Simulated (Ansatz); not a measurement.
Run this with the Ansatz DFT code, driven from Python and show what comes out.

The script, `run_slab.py`:
```python
import logging
import sys

import ansatz as az
from ase import Atoms
from ase.build import surface
import numpy as np

logging.basicConfig(stream=sys.stdout, format="%(levelname)s:%(name)s:%(message)s")
logger = logging.getLogger("cu")
logger.setLevel(logging.INFO)

atoms = Atoms(
    ["Cu"],
    scaled_positions=[
        [0.0, 0.0, 0.0],
    ],
    cell=[
        [0.0, 1.8075, 1.8075],
        [1.8075, 0.0, 1.8075],
        [1.8075, 1.8075, 0.0],
    ],
    pbc=True,
)
slab = surface(atoms, (1, 0, 0), 4, vacuum=6.0)
slab.pbc = True

print(slab.get_chemical_formula(), "area {:.3f} A^2, cell height {:.2f} A".format(np.linalg.norm(np.cross(slab.cell[0], slab.cell[1])), slab.cell[2, 2]))


def prepared(structure):
    return (
        az.Crystal.from_ase(structure).calculation()
        .functional("pbesol")
        .occupations("fermi_dirac")
        .basis(38 * az.Ry)
    )


model = (
    prepared(slab)
    .kpoints(8, 8, 1)
    .electric_field(axis=3, dipole_correction=True)
    .potential()
    .forces()
)
res = model.run(threads=1, backend="cpu")
rep = res.report

logger.info(f"slab free energy {rep['free_energy_ev']:.4f} eV, Fermi level {rep['fermi_energy_ev']:.3f} eV")
for key, value in rep["work_function"].items():
    if isinstance(value, float):
        logger.info(f"{key:34s} {value:12.5f}")

v = res.potential()
profile = (v.v_es_ev + (0 if v.v_field_ev is None else v.v_field_ev)).mean(axis=(0, 1))
height = res.lattice.cell_ang[2][2]
logger.info("z (A)   planar potential less the Fermi level (eV)")
for i in range(0, len(profile), max(len(profile) // 24, 1)):
    logger.info(f"{i * height / len(profile):6.2f} {profile[i] - rep['fermi_energy_ev']:9.3f}")
```

```console
$ python run_slab.py
Cu4 area 5.659 A^2, cell height 18.26 A
RunWarning: efield: at this solve's end the planar-averaged density reaches 3.55e-5 e/Å³ inside the ramp window [0.8952, 0.1048] (bound 1e-5 e/Å³); the window's nearer edge stands 4.09 Å from this [...]
RunWarning: The output density's exchange-correlation potential varies sharply where the density is thin. Do not read a vacuum level from v_tot or v_xc, or from such a field of the output density. On [...]
INFO:cu:slab free energy -26353.8356 eV, Fermi level 4.921 eV
INFO:cu:ramp_position                           0.95000
INFO:cu:ramp_width                              0.10000
INFO:cu:amplitude_v_ang                         0.00000
INFO:cu:dipole_field_v_ang                     -0.00004
INFO:cu:dipole_moment_e_ang                    -0.00002
INFO:cu:phi_plus_ev                             4.98652
INFO:cu:phi_minus_ev                            4.98589
INFO:cu:vacuum_level_plus_ev                    9.90706
INFO:cu:vacuum_level_minus_ev                   9.90643
INFO:cu:flatness_plus_ev_ang                    0.00376
INFO:cu:flatness_minus_ev_ang                   0.00268
INFO:cu:ramp_density_extremum_e_ang3            0.00004
INFO:cu:ramp_density_minimum_e_ang3            -0.00000
INFO:cu:ramp_density_bound_e_ang3               0.00001
INFO:cu:ramp_density_effective_e_ang3           0.00004
INFO:cu:plane_spacing_ang                       0.12682
INFO:cu:z (A)   planar potential less the Fermi level (eV)
INFO:cu:  0.00     4.986
INFO:cu:  0.76     4.986
INFO:cu:  1.52     4.986
INFO:cu:  2.28     4.984
INFO:cu:  3.04     4.967
INFO:cu:  3.80     4.844
INFO:cu:  4.57     3.942
INFO:cu:  5.33    -4.224
INFO:cu:  6.09   -17.024
INFO:cu:  6.85    -0.926
INFO:cu:  7.61   -10.109
INFO:cu:  8.37   -14.697
INFO:cu:  9.13     0.357
INFO:cu:  9.89   -14.697
INFO:cu: 10.65   -10.109
INFO:cu: 11.41    -0.926
INFO:cu: 12.17   -17.024
INFO:cu: 12.94    -4.224
INFO:cu: 13.70     3.942
INFO:cu: 14.46     4.844
INFO:cu: 15.22     4.967
INFO:cu: 15.98     4.984
INFO:cu: 16.74     4.986
INFO:cu: 17.50     4.986
```
(Warnings from the package without file and line, shortened.)

Reading the output:
- Absolute energies stand on the zero of these potentials, so only differences at equal settings mean something. A total without «per atom» is that of the whole cell that was run.
- The run is spin-unpolarised.
- The density doesn't vanish in the vacuum (a short gap or a low cutoff), which blurs the vacuum level.
- The mesh is modest for a metal, so energies can be off by several to tens of meV an atom and pressures by half a GPa or more; differences at equal mesh fare better.
- Only differences from the Fermi energy are physical; the zero of the scale is a convention.
- The slab is thin and cut from the structure as given; a cut can leave two unlike or polar faces, and the surface energy is then their mean. Miller indices refer to the vectors of the cell as typed, and the lattice isn't relaxed for this functional, so relaxation and surface energy can hold strain.
- The whole script took 8.2 s on 1 thread of Arm Neoverse V2, with other jobs on the host, peak memory 0.47 GiB.
